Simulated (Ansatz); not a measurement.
# Ge (hcp type): how the settings move a single-point run

Question: which choices in the input matter for Ge (hcp type)?

Program: Ansatz 0.2.0. Level of theory: reference: DFT, PBEsol, PAW with Ansatz's default frozen-core files, scalar-relativistic. These are calculated values, not measurements.

**1. The starting structure**

The structure is hexagonal, space group P6_3/mmc (No. 194). The conventional cell has a = 2.801 Å, b = 2.801 Å, c = 4.583 Å, α = 90.00°, β = 90.00°, γ = 120.00°. Ge (site symmetry -6m2) has 12 Ge at 2.80 Å in its first shell of neighbours.

Coordinates:

```cif
data_structure
_symmetry_space_group_name_H-M 'P 1'
_symmetry_Int_Tables_number 1
_cell_length_a 2.8008
_cell_length_b 2.8008
_cell_length_c 4.5827
_cell_angle_alpha 90.000
_cell_angle_beta 90.000
_cell_angle_gamma 120.000
_cell_volume 31.13
loop_
_atom_site_label
_atom_site_type_symbol
_atom_site_fract_x
_atom_site_fract_y
_atom_site_fract_z
_atom_site_occupancy
Ge1 Ge 0.33333 0.66667 0.25000 1
Ge2 Ge 0.66667 0.33333 0.75000 1
```

**2. Baseline**

input.yaml reads:

```yaml
crystal:
  lattice:
    - [2.8007706261, 0.0, 0.0]
    - [-1.400385313, 2.4255385124, 0.0]
    - [0.0, 0.0, 4.5826812478]
  atoms:
    - { symbol: Ge, position: [0.3333333333, 0.6666666667, 0.25] }
    - { symbol: Ge, position: [0.6666666667, 0.3333333333, 0.75] }
kpoints:
  mp_grid: { grid: [16, 16, 9] }
scf:
  occupations: { method: fermi_dirac, width: 0.08 }
hamiltonian:
  xc: pbesol
  pseudopotentials: { kind: paw }
output:
  forces: true
  stress: true
  eigenvalues: true
  populations: true
  write_density: true
  write_potential: true
  elf: true
  volumetric_format: npy
```

Command:

```
$ ansatz run input.yaml --threads 1 --pin off --max-ram 2048MiB --backend cpu --events-out ev --progress --plain --runs-dir out
```

From the output:

```text
[...]
Basis set: ecut = 420 eV, 603 PW (Γ), exchange–correlation on 40×40×64 points (8 copies of the dense FFT grid, shifted against one another)
[...]
k-points: 150 of 2304
[...]
SCF iter   1: F=—  HF=-8506.209050 eV  |F-HF|=—  |Δ(HF+E_count)|=         —  Δρ=2.68e-3  dr2=1.17e-3  ethr=1.77e-3  ⟨swp⟩=4.9  Hψ=10988  notcnv=0
preconditioner: auto → none  [metal: Δε(μ)=0.078 eV  Ē_g=23.889 eV  σ=0.080 eV  W_gap=0.24  n_scr=8 (ndim 8)  ℏωp=35.2 eV  f_vac=0.000  D(μ)=0.51/eV (n_scr^D=2)  sad-step TF]
SCF iter   2: F=—  HF=-8506.208021 eV  |F-HF|=—  |Δ(HF+E_count)|=   1.03e-3  Δρ=1.41e-3  dr2=3.34e-4  ethr=4.17e-6  ⟨swp⟩=2.0  Hψ=5933  notcnv=0
[...]
SCF iter   5: F=-8506.208036 eV  HF=-8506.208036 eV  |F-HF|=3.80e-8  |Δ(HF+E_count)|=   3.74e-8  Δρ=1.40e-5  dr2=2.09e-8  ethr=6.38e-10  ⟨swp⟩=2.0  Hψ=4769  notcnv=0
SCF iter   6: F=-8506.208036 eV  HF=-8506.208036 eV  |F-HF|=2.11e-10  |Δ(HF+E_count)|=   1.48e-8  Δρ=5.75e-7  dr2=1.02e-10  ethr=7.47e-11  ⟨swp⟩=4.5  Hψ=14331  notcnv=0
[...]
SCF converged after 6 iterations
Free energy (F): -8506.208036 eV
[...]
E sigma→0 (E₀):  -8506.202032 eV
[...]
Fermi energy:    14.212032 eV
[...]
  P = ⅓ Tr σ = 17.7409 GPa (177.409 kbar)
[...]
```

Wall time 2.9 s (1 thread of Intel Xeon 6975P-C (Granite Rapids), shared host); peak memory 0.38 GiB.

**3. Changed: occupations.method tetrahedron, preconditioner local_kerker, width left out**

input.yaml: that of step 2 with these lines changed.

```diff
@@ -11,3 +11,4 @@
 scf:
-  occupations: { method: fermi_dirac, width: 0.08 }
+  occupations: { method: tetrahedron }
+  mixing: { preconditioner: local_kerker }
 hamiltonian:
@@ -20,5 +21 @@
   populations: true
-  write_density: true
-  write_potential: true
-  elf: true
-  volumetric_format: npy
```

Command:

```
$ ansatz run input.yaml --threads 1 --pin off --max-ram 2048MiB --backend cpu --events-out ev --progress --plain --runs-dir out
```

The log of the run (excerpt; [...] marks lines left out):

```text
Warning: output.forces, output.stress, relax.cell or npt_langevin: where a Kohn–Sham band that disperses or a degenerate level is filled in part under the method tetrahedron, the forces or the stress that this run publishes need not agree with its energy (scf.occupations.method in the [...]
Pseudopotentials: kind: paw
Pseudopotential: Ge, paw, valence charge 14, recommended cutoff 420 eV (normal)
Functional definition: PBEsol
[...]
Crystal: 2 atoms, lattice volume = 31.132 Å³
Basis set: ecut = 420 eV, 603 PW (Γ), exchange–correlation on 40×40×64 points (8 copies of the dense FFT grid, shifted against one another)
Bands: 18, of which v1, the nominal top of the filled ones, is band 14 counted from 1 (13 counted from 0)
Symmetry: 24 space group operations
Space group: P63/mmc (ITA 194), of the structure as read, at distance tolerance 3.1e-5 Å
k-points: 150 of 2304
[...]
SCF iter   1: F=—  HF=-8506.194280 eV  |F-HF|=—  |Δ(HF+E_count)|=         —  Δρ=2.75e-3  dr2=1.30e-3  ethr=1.77e-3  ⟨swp⟩=5.3  Hψ=11124  notcnv=0
[...]
SCF iter   5: F=-8506.193266 eV  HF=-8506.193266 eV  |F-HF|=5.79e-8  |Δ(HF+E_count)|=   1.84e-7  Δρ=1.51e-5  dr2=2.30e-8  ethr=3.57e-10  ⟨swp⟩=4.2  Hψ=10035  notcnv=0
[...]
SCF converged after 5 iterations
Stability not checked: this state was not tested for a lower state beside it, because cold or Methfessel-Paxton smearing, or corrected tetrahedra, fill the levels in a way that the test cannot read (fill_not_monotonic; see scf.lower_state_search)
Free energy (F): -8506.193266 eV
[...]
E sigma→0 (E₀):  -8506.193266 eV
Fermi energy:    14.206549 eV
[...]
--- Forces (eV/Å), atoms counted from 1 ---
  atom   1  Ge    -0.00000000    -0.00000000    -0.00000000
  atom   2  Ge     0.00000000     0.00000000     0.00000000
[...]
--- Stress (GPa, compression-positive) ---
       17.417975       0.000000       0.000000
       -0.000000      17.417975       0.000000
        0.000000       0.000000      18.021066
  P = ⅓ Tr σ = 17.6190 GPa (176.190 kbar)
--- Band table (eV; the first three rows and the last of 150) ---
  k-point 0: bands = ["-10.7046", "-10.6846", "-10.6751", "-10.6751", "-10.6609", "-10.6609", "-10.6242", "-10.6242", "-10.5222", "-10.5222", "-0.8204", "5.7891", "7.3221", "22.3623", "22.3623", "24.5820", "24.5820", "25.2825"]
[...]
--- Löwdin populations: 2 sites ---
  site symbol       q [e]
     0     Ge     13.9576
     1     Ge     13.9576
  spilling = 0.003031 (of n_electrons = 28.000000)
```

Wall time 2.1 s (1 thread of Intel Xeon 6975P-C (Granite Rapids), shared host); peak memory 0.4 GiB.

Changing the smearing and mixing moves the energy by +4.4 meV/atom (σ→0 values). Mixing only sets the path, so the shift comes from the other change.

**4. Changing settings: scf.algorithm direct_min**

input.yaml: that of step 2 with these lines changed.

```diff
@@ -12,2 +12,3 @@
   occupations: { method: fermi_dirac, width: 0.08 }
+  algorithm: direct_min
 hamiltonian:
@@ -20,5 +21 @@
   populations: true
-  write_density: true
-  write_potential: true
-  elf: true
-  volumetric_format: npy
```

Command:

```
$ ansatz run input.yaml --threads 1 --pin off --max-ram 2048MiB --backend cpu --events-out ev --progress --plain --runs-dir out
```

The log of the run (excerpt; [...] marks lines left out):

```text
[...]
Pseudopotentials: kind: paw
Pseudopotential: Ge, paw, valence charge 14, recommended cutoff 420 eV (normal)
Functional definition: PBEsol
[...]
Crystal: 2 atoms, lattice volume = 31.132 Å³
Basis set: ecut = 420 eV, 603 PW (Γ), exchange–correlation on 40×40×64 points (8 copies of the dense FFT grid, shifted against one another)
Bands: 18, of which v1, the nominal top of the filled ones, is band 14 counted from 1 (13 counted from 0)
Symmetry: 24 space group operations
Space group: P63/mmc (ITA 194), of the structure as read, at distance tolerance 3.1e-5 Å
k-points: 150 of 2304
[...]
SCF iter   1: F=—  HF=-8506.208383 eV  |F-HF|=—  |Δ(HF+E_count)|=         —  Δρ=2.94e-3  dr2=1.38e-3  ethr=1.77e-3  ⟨swp⟩=5.3  Hψ=9950  notcnv=0
[...]
Free energy (F): -8506.208036 eV
[...]
E sigma→0 (E₀):  -8506.202032 eV
Entropy (-TS):   -0.012008 eV (-6.004 meV/atom)
Fermi energy:    14.212029 eV
[...]
--- Forces (eV/Å), atoms counted from 1 ---
  atom   1  Ge    -0.00000000    -0.00000000    -0.00000000
  atom   2  Ge     0.00000000     0.00000000     0.00000000
[...]
--- Stress (GPa, compression-positive) ---
       17.705006       0.000000       0.000000
        0.000000      17.705006       0.000000
        0.000000       0.000000      17.812781
  P = ⅓ Tr σ = 17.7409 GPa (177.409 kbar)
--- Band table (eV; the first three rows and the last of 150) ---
  k-point 0: bands = ["-10.7033", "-10.6834", "-10.6724", "-10.6724", "-10.6582", "-10.6582", "-10.6226", "-10.6226", "-10.5206", "-10.5206", "-0.8202", "5.7901", "7.3213", "22.3626", "22.3626", "24.5828", "24.5828", "25.2822"]
[...]
--- Löwdin populations: 2 sites ---
  site symbol       q [e]
     0     Ge     13.9574
     1     Ge     13.9574
  spilling = 0.003044 (of n_electrons = 28.000000)
```

Wall time 6.9 s (1 thread of Intel Xeon 6975P-C (Granite Rapids), shared host); peak memory 0.53 GiB.

Same state: the changed solver leaves the energy within 0.5 meV/atom.

**5. Comparison**

```
                                                                           run     ending        energy change  pressure (GPa)  gap (eV)  force (eV/Å)  cycles   time
                                                                     reference  converged                    0            17.7      0.00          0.00       6  2.9 s
1: occupations.method tetrahedron, preconditioner local_kerker, width left out  converged  +4.4 meV/atom (σ→0)            17.6      0.00          0.00       5  2.1 s
                                                   2: scf.algorithm direct_min  converged         0.0 meV/atom            17.7      0.00          0.00       4  6.9 s
```

Times don't compare one to one where runs were asked for different outputs or read a saved state (see the inputs); cycles may leave out searches for a lower state.

Residual by cycle in the longest SCF loop of each run; runs are numbered as in the table. The quantity is the density residual dr2, in eV.

```
cycle  reference   run 1    run 2
    1    0.00117  0.0013  0.00138
    2     3.3e-4  3.4e-4   5.4e-4
    3     2.7e-5  5.2e-5   5.3e-6
    4     1.8e-7  1.8e-7   1.3e-8
    5     2.1e-8  2.3e-8        -
    6    1.0e-10       -        -
```

What this shows: The pressure spans 17.6 to 17.7 GPa over the reference and the converged variants. Of the variants the dearest is «scf.algorithm direct_min» (6.9 s), the cheapest «occupations.method tetrahedron, preconditioner local_kerker, width left out» (2.1 s), on a shared host. The structure is not at rest: the sound run finds 18 GPa, so these are no properties of the relaxed crystal. 
